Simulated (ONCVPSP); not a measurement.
**Pseudopotential generation for germanium: ONCV, PBEsol**

Aim: build the potential from the settings below, then test how well it stands in for the atom: other configurations, scattering, ghost states and the plane-wave cutoff that it needs.

Program: ONCVPSP 4.0.1.1 (patched build). Reference atom: PBEsol, scalar-relativistic, spherical and spin-unpolarised. All values are calculated.

## Step 1: The design

Typed settings, in words:

* element: germanium (Ge, Z = 32)
* type: optimised norm-conserving Vanderbilt (ONCV)
* frozen core: [Ar] 3d10
* valence charge: 4
* reference configuration: 4s2 4p2
* partial waves: 4s: rc 1.60 bohr, ncon 4, nbas 7, qcut 3.8 1/bohr, 1 projector; 4p: rc 1.55 bohr, ncon 4, nbas 7, qcut 4.6 1/bohr, 2 projectors, debl 0.8 Ha; d scattering state at 0.05 Ha: rc 1.55 bohr, ncon 3, nbas 6, qcut 5.2 1/bohr, 2 projectors, debl 1.8 Ha
* local potential: polynomial inside 1.55 bohr (lpopt 5, dvloc0 0 Ha)
* core correction: Teter function, fcfact 5, rcfact 1.7

## Step 2: Generation

The input, Ge.dat:

```
# ATOM AND REFERENCE CONFIGURATION
# atsym  z   nc   nv     iexc    psfile
  Ge 32.00    6    2  -116133      upf
#
#   n    l    f
    1    0    2.00
    2    0    2.00
    2    1    6.00
    3    0    2.00
    3    1    6.00
    3    2   10.00
    4    0    2.00
    4    1    2.00
#
# PSEUDOPOTENTIAL AND OPTIMIZATION
# lmax
    2
#
#   l,   rc,      ep,       ncon, nbas, qcut
    0    1.60    0.00    4    7    3.80
    1    1.55    0.00    4    7    4.60
    2    1.55    0.05    3    6    5.20
#
# LOCAL POTENTIAL
# lloc, lpopt,  rc(5),   dvloc0
    4    5    1.55    0.00
#
# VANDERBILT-KLEINMAN-BYLANDER PROJECTORs
# l, nproj, debl
    0    1    0.80
    1    2    0.80
    2    2    1.80
#
# MODEL CORE CHARGE
# icmod, fcfact, rcfact
    3    5.00    1.70
#
# LOG DERIVATIVE ANALYSIS
# epsh1, epsh2, depsh
   -2.00    5.00    0.02
#
# OUTPUT GRID
# rlmax, drl
    6.00    0.01
#
# TEST CONFIGURATIONS
# ncnf
    4
# nvcnf
#   n    l    f
    2
    4    0    2.00
    4    1    1.00
#
    2
    4    0    2.00
    4    1    0.00
#
    2
    4    0    1.00
    4    1    0.00
#
    2
    4    0    2.00
    4    1    1.50
#
```

Launch:

```sh
oncvpsp.x < Ge.dat > Ge.out
```

What does the calculation give? Wanted: cutoffs for 1 and 0.1 mHa per electron, occupied waves; bound ghosts; GHOST(+) flags; largest test error; largest phase difference near zero energy, channels read; rms error of d²Exc/dn², without and with the model core.

The runs gave:

| quantity | value |
| --- | --- |
| cutoffs for 1 and 0.1 mHa per electron, occupied waves | 11 Ha and 52 Ha |
| bound ghosts | p at -84.16 eV, d at -23.33 eV |
| GHOST(+) flags | s at 36 eV, d at 852 eV, d at 1559 eV |
| largest test error (AE − PS) | -1069 meV, for 4s1 4p0 |
| largest phase difference near zero energy, channels read | 0.022 rad |
| rms error of d²Exc/dn², without and with the model core | 5.75 and 5.77 mHa |

What this shows: A bound ghost (p, d) makes it unfit for use: electrons can fall into a state that the atom doesn't have. By total energies transferability is poor: the largest error is 1069 meV on 57.7 eV, for 4s1 4p0. That test lies far up in energy; among those under 40 eV, nearer to bonding, the largest error is 316 meV. It counts as soft on the atom, with 11 Ha needed at the looser tolerance. The tighter tolerance needs 52 Ha, and converged work needs a cutoff nearer that. At the looser tolerance the 4s wave is the slowest; 4p needs 7 Ha. That counts occupied waves only; other projectors can need more. Near zero energy the phases of the channels with partial waves agree within 0.022 rad. The pseudo curves have a pole with no partner nearby in the atom's: s at 1.22 Ha. At positive energy that is a spurious or a displaced resonance. The program also flags highly localised states, GHOST(+) (s, d). All of this concerns the isolated atom, not yet a solid.
